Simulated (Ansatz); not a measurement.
# Ga2F, relaxed

Wanted: the geometry at rest of Ga2F (a known structure type filled with other elements, at an estimated volume), relaxing the atoms in a fixed cell, and its electronic structure there.

Method: DFT, PBE, no spin polarisation, plane waves, PAW, in Ansatz 0.2.0.

### 1 Geometry

It takes space group Cmcm (No. 63, orthorhombic). Conventional cell: a = 3.583 Å, b = 14.092 Å, c = 3.550 Å, α = 90.00°, β = 90.00°, γ = 90.00°. Around F (site symmetry m2m) lie 10 Ga at 2.61 to 2.94 Å. Ga (site symmetry m2m) is surrounded by 4 Ga at 2.52 Å and 4 F at 2.70 to 2.71 Å. Ga (site symmetry m2m) is surrounded by 2 Ga at 2.43 Å and 6 F at 2.61 to 2.94 Å.

Structure file:

```
F Ga
1.0
     3.58336    0.00000    0.00000
     1.79168   -7.04575    0.00000
     0.00000    0.00000   -3.54992
F Ga
2 4
Direct
  0.10600 0.78800 0.75000
  0.89400 0.21200 0.25000
  0.75000 0.50000 0.75000
  0.25000 0.50000 0.25000
  0.44100 0.11800 0.75000
  0.55900 0.88200 0.25000
```

The first density is read from a saved solution for the starting cell.

### 2 The relaxation

The input, input.yaml:

```yaml
crystal:
  lattice:
    - [3.583359, 0.0, 0.0]
    - [1.791679, -7.045751, 0.0]
    - [0.0, 0.0, -3.549924]
  atoms:
    - { symbol: F, position: [0.106, 0.788, 0.75] }
    - { symbol: F, position: [0.894, 0.212, 0.25] }
    - { symbol: Ga, position: [0.75, 0.5, 0.75] }
    - { symbol: Ga, position: [0.25, 0.5, 0.25] }
    - { symbol: Ga, position: [0.441, 0.118, 0.75] }
    - { symbol: Ga, position: [0.559, 0.882, 0.25] }
  symmetry: { tolerance: 0.0003 }
kpoints:
  mp_grid: { grid: [5, 5, 5], shift: [0, 0, 0] }
magnetization:
  spin_polarized: false
scf:
  occupations: { method: fermi_dirac }
  lower_state_search: "off"
hamiltonian:
  pseudopotentials: { kind: paw }
  xc: pbe
basis:
  ecutwfc: 420
  fft_grid_basis: typed
relax:
  max_steps: 60
  f_tol: 0.03
output:
  forces: true
  stress: true
  eigenvalues: true
  bader: true
  populations: true
  elf: true
  write_potential: true
  volumetric_format: npy
  dos:
    e_range: [-12, 8]
    de: 0.05
    projected: { site_lists: { F: [F], Ga: [Ga] } }
checkpoint:
  read: saved_state
```

On the command line:

```
> ansatz run input.yaml --threads 2 --pin off --max-ram 2560MiB --backend cpu --events-out ev --progress --plain --runs-dir out
```

Output:

```text
Warning: output.stress: scf.convergence.dr2_threshold = 1e-7 eV (the SCF's general default) is looser than the 6e-10 eV advised for a printed stress (1e-10 eV for each atom of the cell: 6). What an SCF threshold leaves in a stress goes as its square root, and in the free energy as the threshold itself, and one threshold admits the most on a small cell: of the crystals measured, under no hybrid functional and no lock of the moments, on runs that ended without the residual-converged pass, on stresses that held no estimate of that error, the worst erred by over 100 MPa in a component at 1e-7 eV an atom and by under 5 at 1e-10. Every solve of this run answers to scf.convergence.dr2_threshold, and the tensor of one is reported: a single SCF on the reported geometry and on this run's grids (its basis.xc_grid and basis.ecutrho_ratio typed), with scf.convergence.dr2_threshold at 6e-10 eV or tighter, prints it and tightens no other solve. Else set scf.convergence.dr2_threshold to 6e-10 eV or tighter. The threshold is an SCF's pass mark: one that does not reach it within its budget of iterations ends unconverged, or closes short of it on a stop that the run arms, and scf.convergence.dr2_threshold's page says what that costs each kind of run
Warning: checkpoint.read: basis.xc_grid differs: saved 1, current 2 (points along each axis for each point of the dense box; where the key is left out runs that use forces, runs that use the stress, dielectric runs by a finite field, finite-displacement phonons, runs of phonons.displacement_patterns under a GGA or a meta-GGA, phonons by method: dfpt, dielectric runs by the response, runs on support functions, runs on PAW files under a meta-GGA or a hybrid on one, runs at kind: all_electron or under a hybrid on a GGA, runs under a text's formulas of a gradient, and runs on PAW files that evaluate rPW86 or Becke's exchange or LYP's correlation can take a finer level, which can go by the root key accuracy; a number is taken as typed: the saved number, typed, holds this deck to the state's level, where the deck is accepted there); the SCF iterates at this deck's level from the saved density; a trajectory continued from that state goes on on another energy surface; basis.xc_grid: 1, typed and accepted, keeps it on the saved one
Warning: RAYON_NUM_THREADS=2 ignored (pool sized by the plan → 2); use --threads N
Engine: ansatz 0.2.0, aarch64-unknown-linux-gnu
Pseudopotentials: kind: paw
Pseudopotential: F, paw, valence charge 7, recommended cutoff 420 eV (normal), F.paw.azcp
Pseudopotential: Ga, paw, valence charge 13, recommended cutoff 420 eV (normal), Ga.paw.azcp
Functional definition: PBE
  parameter kappa = 0.804
  parameter beta = 0.06672455060314922
  exchange = pbe_x(kappa = kappa, mu = beta*pi^2/3)
  correlation = pbe_c(beta = beta)
Crystal: 6 atoms, lattice volume = 89.627 Å³
Basis set: ecut = 420 eV, 1717 PW (Γ), exchange–correlation on 48×100×48 points (8 copies of the dense FFT grid, shifted against one another)
Bands: 40, of which v1, the nominal top of the filled ones, is band 33 counted from 1 (32 counted from 0)
Symmetry: 8 space group operations
Space group: Cmcm (ITA 63), of the structure as read, at distance tolerance 1.3e-3 Å
k-points: 27 of 125
Non-local potential: F, projectors of the file, l = 0: 2, l = 1: 2, l = 2: 1
Non-local potential: Ga, projectors of the file, l = 0: 2, l = 1: 2, l = 2: 3, l = 3: 1
PAW form: soft (Blöchl's): semilocal exchange-correlation on the pseudo side does not see the compensation charge
PAW one-centre angular grid: F, 110 points (default); XC on 64 Gauss nodes
PAW one-centre angular grid: Ga, 590 points (default); XC on 64 Gauss nodes
Initial density: read from a saved state, or passed on in memory by an earlier SCF of this step, an earlier step, the calling program or the single point that the run made first
Initial wavefunctions: pseudopotential atomic-orbital guess
Functional: x = pbe(κ = 0.804, μ = 0.2195149727645171), c = pbe(β = 0.06672455060314922)
iter 1 solved again at ethr=3.32e-6 eV; its pass at ethr=3.10e-3 eV (dr2=2.19e-3 eV) is discarded
SCF iter   1: F=—  HF=-16747.052691 eV  |F-HF|=—  |Δ(HF+E_count)|=         —  Δρ=1.42e-3  dr2=2.18e-3  ethr=3.32e-6  ⟨swp⟩=1.4  Hψ=5647  notcnv=0
preconditioner: auto → Kerker (q_TF=auto, 2.593 Å⁻¹)  [metal: Δε(μ)=0.025 eV  Ē_g=15.528 eV  σ=0.100 eV  W_gap=0.06  n_scr=30 (ndim 8)  ℏωp=31.9 eV  f_vac=0.000  D(μ)=2.09/eV (n_scr^D=14)]
SCF iter   2: F=—  HF=-16747.052762 eV  |F-HF|=—  |Δ(HF+E_count)|=   7.11e-5  Δρ=8.08e-4  dr2=1.04e-3  ethr=3.30e-6  ⟨swp⟩=1.0  Hψ=1080  notcnv=0
SCF iter   3: F=—  HF=-16747.052734 eV  |F-HF|=—  |Δ(HF+E_count)|=   2.76e-5  Δρ=1.57e-4  dr2=8.13e-5  ethr=1.58e-6  ⟨swp⟩=1.8  Hψ=1120  notcnv=0
SCF iter   4: F=—  HF=-16747.052831 eV  |F-HF|=—  |Δ(HF+E_count)|=   9.75e-5  Δρ=1.24e-4  dr2=2.30e-5  ethr=1.23e-7  ⟨swp⟩=2.0  Hψ=1559  notcnv=0
SCF iter   5: F=—  HF=-16747.052825 eV  |F-HF|=—  |Δ(HF+E_count)|=   6.41e-6  Δρ=4.22e-5  dr2=3.77e-6  ethr=3.48e-8  ⟨swp⟩=2.0  Hψ=1806  notcnv=0
SCF iter   6: F=—  HF=-16747.052825 eV  |F-HF|=—  |Δ(HF+E_count)|=   3.93e-7  Δρ=1.62e-5  dr2=5.13e-7  ethr=5.71e-9  ⟨swp⟩=2.4  Hψ=1847  notcnv=0
SCF iter   7: F=-16747.052825 eV  HF=-16747.052825 eV  |F-HF|=1.01e-8  |Δ(HF+E_count)|=   3.30e-8  Δρ=3.98e-6  dr2=3.17e-8  ethr=1.52e-10  ⟨swp⟩=7.5  Hψ=6552  notcnv=0
SCF 1 converged in 7 iterations: F = -16747.052825 eV  dr2 = 3.17e-8
relax step   1: F+E_penalty+E_count = -16747.05282464 eV  Δ(F+E_penalty+E_count) = +0.000e0 eV  max|allowed force component| = 2.006e0 eV/Å  Δτ_max = 0.0000 Å  (7 SCF iters, accepted)
Initial density: handed on by an earlier stage of this run
Initial wavefunctions: those handed on with the density
SCF iter   1: F=—  HF=-16748.417334 eV  |F-HF|=—  |Δ(HF+E_count)|=         —  Δρ=4.20e-2  dr2=3.70e0  ethr=3.10e-3  ⟨swp⟩=5.4  Hψ=3360  notcnv=0  defer=1
preconditioner: auto → Kerker (q_TF=auto, 2.593 Å⁻¹)  [metal: Δε(μ)=0.022 eV  Ē_g=15.574 eV  σ=0.100 eV  W_gap=0.05  n_scr=30 (ndim 8)  ℏωp=31.9 eV  f_vac=0.000  D(μ)=1.53/eV (n_scr^D=2)]
SCF iter   2: F=—  HF=-16747.944983 eV  |F-HF|=—  |Δ(HF+E_count)|=   4.72e-1  Δρ=2.18e-2  dr2=1.79e0  ethr=3.10e-3  ⟨swp⟩=2.0  Hψ=1438  notcnv=0  defer=14
SCF iter   3: F=—  HF=-16747.589810 eV  |F-HF|=—  |Δ(HF+E_count)|=   3.55e-1  Δρ=6.62e-3  dr2=2.43e-1  ethr=2.72e-3  ⟨swp⟩=2.1  Hψ=1445  notcnv=0  defer=14
SCF iter   4: F=—  HF=-16747.552258 eV  |F-HF|=—  |Δ(HF+E_count)|=   3.76e-2  Δρ=4.22e-3  dr2=2.49e-2  ethr=3.68e-4  ⟨swp⟩=2.1  Hψ=2244  notcnv=0  defer=15
SCF iter   5: F=—  HF=-16747.540709 eV  |F-HF|=—  |Δ(HF+E_count)|=   1.15e-2  Δρ=2.25e-3  dr2=7.05e-3  ethr=3.77e-5  ⟨swp⟩=2.0  Hψ=1909  notcnv=0  defer=15
SCF iter   6: F=—  HF=-16747.538919 eV  |F-HF|=—  |Δ(HF+E_count)|=   1.79e-3  Δρ=8.78e-4  dr2=1.02e-3  ethr=1.07e-5  ⟨swp⟩=2.0  Hψ=1882  notcnv=0  defer=15
SCF iter   7: F=—  HF=-16747.538937 eV  |F-HF|=—  |Δ(HF+E_count)|=   1.76e-5  Δρ=2.30e-4  dr2=9.07e-5  ethr=1.52e-7  ⟨swp⟩=11.9  Hψ=9305  notcnv=0
SCF iter   8: F=-16747.538938 eV  HF=-16747.538944 eV  |F-HF|=6.18e-6  |Δ(HF+E_count)|=   7.67e-6  Δρ=9.63e-5  dr2=6.54e-6  ethr=1.37e-7  ⟨swp⟩=12.0  Hψ=9753  notcnv=0
SCF 2 converged in 8 iterations: F = -16747.538938 eV  dr2 = 6.54e-6
relax step   2: F+E_penalty+E_count = -16747.53893822 eV  Δ(F+E_penalty+E_count) = -4.861e-1 eV  max|allowed force component| = 9.042e-1 eV/Å  Δτ_max = 0.1950 Å  (8 SCF iters, dr2 threshold 1.00e-4 eV, accepted)
iter 1 solved again at ethr=1.62e-3 eV; its pass at ethr=3.10e-3 eV (dr2=1.07e0 eV) is discarded
SCF iter   1: F=—  HF=-16747.871097 eV  |F-HF|=—  |Δ(HF+E_count)|=         —  Δρ=2.11e-2  dr2=1.07e0  ethr=1.62e-3  ⟨swp⟩=1.0  Hψ=3925  notcnv=0  defer=3
preconditioner: auto → Kerker (q_TF=auto, 2.593 Å⁻¹)  [metal: Δε(μ)=0.053 eV  Ē_g=15.621 eV  σ=0.100 eV  W_gap=0.13  n_scr=30 (ndim 8)  ℏωp=31.9 eV  f_vac=0.000  D(μ)=1.67/eV (n_scr^D=10)]
SCF iter   2: F=—  HF=-16747.732017 eV  |F-HF|=—  |Δ(HF+E_count)|=   1.39e-1  Δρ=1.15e-2  dr2=4.82e-1  ethr=1.62e-3  ⟨swp⟩=2.0  Hψ=1208  notcnv=0  defer=3
SCF iter   3: F=—  HF=-16747.640475 eV  |F-HF|=—  |Δ(HF+E_count)|=   9.15e-2  Δρ=3.17e-3  dr2=4.10e-2  ethr=7.31e-4  ⟨swp⟩=2.4  Hψ=1520  notcnv=0  defer=4
SCF iter   4: F=—  HF=-16747.635971 eV  |F-HF|=—  |Δ(HF+E_count)|=   4.50e-3  Δρ=2.26e-3  dr2=5.07e-3  ethr=6.21e-5  ⟨swp⟩=2.0  Hψ=1984  notcnv=0  defer=16
SCF iter   5: F=—  HF=-16747.632196 eV  |F-HF|=—  |Δ(HF+E_count)|=   3.78e-3  Δρ=8.81e-4  dr2=1.38e-3  ethr=7.68e-6  ⟨swp⟩=2.0  Hψ=1882  notcnv=0  defer=15
SCF iter   6: F=—  HF=-16747.632128 eV  |F-HF|=—  |Δ(HF+E_count)|=   6.79e-5  Δρ=3.22e-4  dr2=1.95e-4  ethr=2.08e-6  ⟨swp⟩=2.0  Hψ=1891  notcnv=0  defer=15
SCF iter   7: F=—  HF=-16747.632115 eV  |F-HF|=—  |Δ(HF+E_count)|=   1.29e-5  Δρ=1.20e-4  dr2=1.76e-5  ethr=7.74e-8  ⟨swp⟩=10.9  Hψ=8841  notcnv=0
SCF iter   8: F=-16747.632108 eV  HF=-16747.632117 eV  |F-HF|=8.51e-6  |Δ(HF+E_count)|=   1.87e-6  Δρ=6.23e-5  dr2=4.09e-6  ethr=2.66e-8  ⟨swp⟩=11.0  Hψ=9626  notcnv=0
SCF 3 converged in 8 iterations: F = -16747.632108 eV  dr2 = 4.09e-6
relax step   3: F+E_penalty+E_count = -16747.63210813 eV  Δ(F+E_penalty+E_count) = -9.317e-2 eV  max|allowed force component| = 1.529e-1 eV/Å  Δτ_max = 0.1213 Å  (8 SCF iters, dr2 threshold 5.11e-5 eV, accepted)
SCF iter   1: F=—  HF=-16747.650586 eV  |F-HF|=—  |Δ(HF+E_count)|=         —  Δρ=4.59e-3  dr2=4.75e-2  ethr=7.67e-4  ⟨swp⟩=2.2  Hψ=1847  notcnv=0  defer=15
preconditioner: auto → Kerker (q_TF=auto, 2.593 Å⁻¹)  [metal: Δε(μ)=0.101 eV  Ē_g=15.586 eV  σ=0.100 eV  W_gap=0.25  n_scr=30 (ndim 8)  ℏωp=31.9 eV  f_vac=0.000  D(μ)=1.84/eV (n_scr^D=10)]
SCF iter   2: F=—  HF=-16747.644155 eV  |F-HF|=—  |Δ(HF+E_count)|=   6.43e-3  Δρ=2.54e-3  dr2=2.19e-2  ethr=7.19e-5  ⟨swp⟩=1.0  Hψ=1296  notcnv=0  defer=15
SCF iter   3: F=—  HF=-16747.639683 eV  |F-HF|=—  |Δ(HF+E_count)|=   4.47e-3  Δρ=8.87e-4  dr2=1.69e-3  ethr=3.32e-5  ⟨swp⟩=2.2  Hψ=1495  notcnv=0  defer=15
SCF iter   4: F=—  HF=-16747.639431 eV  |F-HF|=—  |Δ(HF+E_count)|=   2.52e-4  Δρ=5.00e-4  dr2=4.43e-4  ethr=2.57e-6  ⟨swp⟩=2.0  Hψ=1873  notcnv=0  defer=15
SCF iter   5: F=—  HF=-16747.639392 eV  |F-HF|=—  |Δ(HF+E_count)|=   3.89e-5  Δρ=1.90e-4  dr2=5.25e-5  ethr=6.71e-7  ⟨swp⟩=2.0  Hψ=1782  notcnv=0  defer=15
SCF iter   6: F=—  HF=-16747.639396 eV  |F-HF|=—  |Δ(HF+E_count)|=   3.81e-6  Δρ=6.84e-5  dr2=5.17e-6  ethr=7.95e-8  ⟨swp⟩=2.0  Hψ=1318  notcnv=0  defer=15
SCF iter   7: F=—  HF=-16747.639396 eV  |F-HF|=—  |Δ(HF+E_count)|=   2.26e-7  Δρ=4.91e-5  dr2=1.89e-6  ethr=2.21e-9  ⟨swp⟩=11.6  Hψ=9112  notcnv=0
SCF iter   8: F=-16747.639396 eV  HF=-16747.639396 eV  |F-HF|=2.91e-7  |Δ(HF+E_count)|=   1.72e-7  Δρ=2.64e-5  dr2=4.78e-7  ethr=2.21e-9  ⟨swp⟩=9.2  Hψ=8121  notcnv=0
SCF 4 converged in 8 iterations: F = -16747.639396 eV  dr2 = 4.78e-7
  Residual-converged pass: ⟨swp⟩=1.1  Hψ=1190  notcnv=0  max |occ|·‖R‖ = 7.0e-9 eV (tolerance 1.0e-8 eV)  dr2=4.78e-7  dr2_onsite=1.16e-7  max |Δocc| = 8.5e-11
relax step   4: F+E_penalty+E_count = -16747.63939589 eV  Δ(F+E_penalty+E_count) = -7.288e-3 eV  max|allowed force component| = 1.002e-1 eV/Å  Δτ_max = 0.0202 Å  (8 SCF iters, dr2 threshold 1.46e-6 eV, accepted)
iter 1 solved again at ethr=1.07e-4 eV; its pass at ethr=3.10e-3 eV (dr2=7.05e-2 eV) is discarded
SCF iter   1: F=—  HF=-16747.680436 eV  |F-HF|=—  |Δ(HF+E_count)|=         —  Δρ=8.53e-3  dr2=6.92e-2  ethr=1.07e-4  ⟨swp⟩=1.0  Hψ=3573  notcnv=0  defer=14
preconditioner: auto → Kerker (q_TF=auto, 2.593 Å⁻¹)  [metal: Δε(μ)=0.020 eV  Ē_g=15.593 eV  σ=0.100 eV  W_gap=0.05  n_scr=30 (ndim 8)  ℏωp=31.9 eV  f_vac=0.000  D(μ)=1.81/eV (n_scr^D=10)]
SCF iter   2: F=—  HF=-16747.667504 eV  |F-HF|=—  |Δ(HF+E_count)|=   1.29e-2  Δρ=4.48e-3  dr2=2.85e-2  ethr=1.05e-4  ⟨swp⟩=2.0  Hψ=1124  notcnv=0  defer=14
SCF iter   3: F=—  HF=-16747.661250 eV  |F-HF|=—  |Δ(HF+E_count)|=   6.25e-3  Δρ=8.95e-4  dr2=2.27e-3  ethr=4.32e-5  ⟨swp⟩=2.0  Hψ=2038  notcnv=0  defer=14
SCF iter   4: F=—  HF=-16747.661140 eV  |F-HF|=—  |Δ(HF+E_count)|=   1.10e-4  Δρ=1.03e-3  dr2=1.13e-3  ethr=3.44e-6  ⟨swp⟩=2.0  Hψ=1888  notcnv=0  defer=14
SCF iter   5: F=—  HF=-16747.660740 eV  |F-HF|=—  |Δ(HF+E_count)|=   3.99e-4  Δρ=2.00e-4  dr2=9.78e-5  ethr=1.72e-6  ⟨swp⟩=2.0  Hψ=1888  notcnv=0  defer=14
SCF iter   6: F=—  HF=-16747.660856 eV  |F-HF|=—  |Δ(HF+E_count)|=   1.16e-4  Δρ=7.88e-5  dr2=6.70e-6  ethr=1.48e-7  ⟨swp⟩=2.6  Hψ=1779  notcnv=0  defer=14
```

(Part 1 of 2 ends here.)
